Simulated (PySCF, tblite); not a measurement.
# C6H12N radical: geometry, infrared bands and EPR parameters

What infrared bands and EPR parameters should C6H12N radical (`C=C[C@](C)(N)[CH]C`) show?

Computed with tblite 0.8.0 and PySCF 2.14.0, with density-fitted response routines of our own, on a single molecule in the gas phase. Atoms are numbered from 0 throughout.

**1. Starting geometry**

19 atoms, charge 0, multiplicity 2; geometry from: force field or distance geometry start.

Bonds of the start (Å): C0–C1 1.32, C1–C2 1.50, C2–C3 1.50, C2–N4 1.46, C2–C5 1.47, C5–C6 1.48, C0–H7 1.11, C0–H8 1.10, C1–H9 1.09, C3–H10 1.13, C3–H11 1.09, C3–H12 1.14, N4–H13 1.02, N4–H14 1.03, C5–H15 1.08, C6–H16 1.11, C6–H17 1.13, C6–H18 1.09.

**2. Optimising the geometry with GFN2-xTB**

What the job is given:

```
{"job": {"kind": "relax", "xc": "GFN2-xTB", "basis": "xTB"}, "charge": 0, "multiplicity": 2}
C     -1.820600     1.224300    -0.651100
C     -0.716400     0.547000    -0.883500
C     -0.101100    -0.351500     0.150800
C     -0.809300    -1.663900     0.291400
N     -0.111200     0.290500     1.466600
C      1.303400    -0.557600    -0.227400
C      2.162700     0.647200    -0.304400
H     -2.312700     1.128200     0.334700
H     -2.258700     1.880300    -1.415500
H     -0.222300     0.641900    -1.849000
H     -0.001600    -2.443500     0.458900
H     -1.397600    -1.919800    -0.590400
H     -1.427100    -1.709800     1.247100
H     -0.251900    -0.361300     2.240400
H     -0.636000     1.181300     1.487100
H      1.526500    -1.378100    -0.886200
H      1.509000     1.533600    -0.455900
H      2.667500     0.765900     0.697600
H      2.887400     0.554700    -1.118500
```

Command:

```
$ OMP_NUM_THREADS=1 python probes_run.py task.json out
```

This one command runs all jobs of the session in turn.

**Question.** This job is followed by: GFN2-xTB harmonic vibrations, gas phase; UKS B3LYP, pcH-1 on C H N, non-relativistic, mean-field spin-orbit, GIAO. Predict these results of the whole session: strongest single infrared mode (GFN2-xTB); zero-point energy (GFN2-xTB); g(iso) (B3LYP); ⟨S²⟩; largest a(iso) (averaged by class); surface potential, 1st and 99th percentile.

The runs gave:

```
                                 quantity                 value
strongest single infrared mode (GFN2-xTB)  932 cm⁻¹, 122 km/mol
             zero-point energy (GFN2-xTB)        102.5 kcal/mol
                           g(iso) (B3LYP)               2.00261
                                     ⟨S²⟩    0.756 (exact 0.75)
       largest a(iso) (averaged by class)   13C on C5, 91.9 MHz
    surface potential, 1st and 99th percentile    -1.28 V and 1.26 V
```

**Reading.** Relaxing lowered the energy by 0.790 eV in 175 steps; the close pair that moved most is C3–H12, from 1.139 to 1.089 Å. All 51 modes are real, so the xTB geometry is a minimum. The strongest single mode, at 932 cm⁻¹, is spread over several atoms, H14, H13, N4 among them. Unscaled tight-binding wavenumbers are off by several per cent, some by more. Its intensities can rank the bands wrongly. Most of the unpaired spin sits on C5 (0.98 e). The isotropic g lies 0.3 ppt above the free-electron value.
